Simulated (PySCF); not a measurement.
# C4H7FO2Si: the cost of one run

Programs: PySCF 2.14.0, with routines of our own; each step states its level. All values are computed. Atoms count from 0.

## Step 1: The system as given

15 atoms, charge 0, multiplicity 1; geometry from: GFN2-xTB.

## Step 2: Vibronic structure: TDDFT HF/6-31G*

The job: settings as JSON, then the geometry in Å.

```
{"job": {"kind": "vib", "xc": "HF", "basis": "6-31G*", "tda": false}, "charge": 0, "multiplicity": 1}
C      0.316512     1.757092     0.391725
Si     0.244530    -0.130340     0.592170
C     -1.372524    -0.842864    -0.069581
C     -2.565778    -0.519056     0.391489
F     -2.723841     0.361745     1.396938
C      1.621617    -0.906911    -0.503194
O      1.470145    -1.599468    -1.478688
O      2.840372    -0.578236    -0.054291
H      1.268429     2.150841     0.736251
H      0.187674     2.055703    -0.646246
H     -0.470571     2.228144     0.972526
H      0.504190    -0.550051     1.974996
H     -1.337897    -1.557057    -0.877512
H     -3.523185    -0.891699     0.051225
H      3.535912    -0.969855    -0.611963
```

Level: TDDFT HF/6-31G* vertical-gradient vibronic structure (displaced harmonic oscillators, Condon), gas phase.

The run is started by

```console
OMP_NUM_THREADS=1 python excited_run.py task.json out
```

One launch serves the whole session: the jobs run in the order shown.

Q: Estimate the wall time and peak memory of this first job on 1 thread of Arm Neoverse V2, shared host.

About 20 s, with a peak of 0.66 GiB.
